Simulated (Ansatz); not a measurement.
**InO2 (doublet): from Hartree-Fock to the top rungs at distance In1–O2 = 4.953 Å, def2-SVP**

An exercise on one series of results from a longer session: the logs are not shown, and one member is left open.

The runs use Ansatz 0.2.0, Gaussian basis; def2-SVP, core rule «outside noble gas», up to 11 orbitals frozen.

The runs, in order: UHF; CCSD(T) on ROHF; CCSD(T) on UHF; BCCD(T) on ROHF; CISD; CCSDT(Q) on UHF; CASSCF and MRCISD+Q, 3 electrons in 3 orbitals; CASSCF and NEVPT2, 3 electrons in 3 orbitals; CASSCF and MRCISD+Q, 11 electrons in 10 orbitals; CASSCF and NEVPT2, 11 electrons in 10 orbitals.

28 further runs of the same task are left out: 8 for a known fault of the program, 2 for a mislabelled method, 14 that didn't finish, 4 set aside as unsound or not needed.

## What is computed

The geometry derives from a PBE0/def2-TZVP stationary point (not a proven minimum). One bond is set to the value named and the two fragments are kept rigid. No spin-orbit coupling is included. Elements past krypton take def2 core potentials.

3 atoms, charge 0, spin multiplicity 2.

Atoms are counted from 1 here; the program's logs count them from 0.

Bond lengths: In1–O3 1.862 Å.

Set-up of the first run:

Input file in.yaml:

```yaml
crystal:
  periodic: [false, false, false]
  atoms:
    - {symbol: In, position_ang: [0.000000, 0.000000, 1.030218]}
    - {symbol: O, position_ang: [0.000000, 0.000000, -3.922782]}
    - {symbol: O, position_ang: [0.000000, 0.000000, 2.892563]}
basis:
  gaussian: {orbitals: def2-SVP}
magnetization: {spin_polarized: true, initial_magnetization: 1}
hamiltonian: {xc: hf}
output: {orbitals: {seedname: orbitals}}
```

Run with:

```
> ansatz run in.yaml --threads 1 --pin off --events-out ev --progress --plain --max-ram 2393MiB
```

Steps of the session up to this table: UHF; CCSD(T) on ROHF; CCSD(T) on UHF; BCCD(T) on ROHF; CISD; CCSDT(Q) on UHF; CASSCF and MRCISD+Q, 3 electrons in 3 orbitals; CASSCF and NEVPT2, 3 electrons in 3 orbitals; CASSCF and MRCISD+Q, 11 electrons in 10 orbitals; CASSCF and NEVPT2, 11 electrons in 10 orbitals.

One of the session's tables, all rows but one given; the rest of the session is left out.

It belongs to the step «Misses and costs». 

```
          method  from UCCSDT(Q) (meV)
            RMP2               +1826.3
            UMP2                     ?
           RCCSD                +471.5
           UCCSD                +355.1
        RCCSD(T)                -143.0
        UCCSD(T)                +116.7
         BCCD(T)                +152.0
          UCCSDT                 +55.6
       UCCSDT(Q)                     0
     CASSCF pair               +9471.5
     NEVPT2 pair               +1644.8
     MRCISD pair               +1426.0
   MRCISD+Q pair                +651.9
  CASSCF valence               +7273.6
  NEVPT2 valence               +1339.2
  MRCISD valence                +660.8
MRCISD+Q valence                +193.4
```

**Question.** Estimate the row for UMP2.

**Answer.** from UCCSDT(Q) (meV): +1537.4. In the column «from UCCSDT(Q) (meV)» it lies between MRCISD pair (+1426.0) and NEVPT2 pair (+1644.8).

Not comparable, so not listed: CISD (they don't share determinant, frozen orbitals or solution with the rows shown, or repeat one).

Caveats from the session: The determinant is far from a pure spin state, so its energy mixes those of several spin states (harmless only where they are near-degenerate, as at dissociation). The report flags that the cluster equations may have other roots. Left out of the table: ROHF, UHF (another determinant or state than the rows shown). The program flags RCCSD(T), BCCD(T), NEVPT2 valence, MRCISD+Q valence as in doubt, so those rows may rest on another solution; read them beside their warnings. Warnings: spin contamination; coupled cluster took another determinant than the lowest; large T1 diagnostic. Restricted and unrestricted rows rest on different reference determinants; where their highest levels disagree by more than a few hundredths of an eV, they describe different states and don't form one ladder.
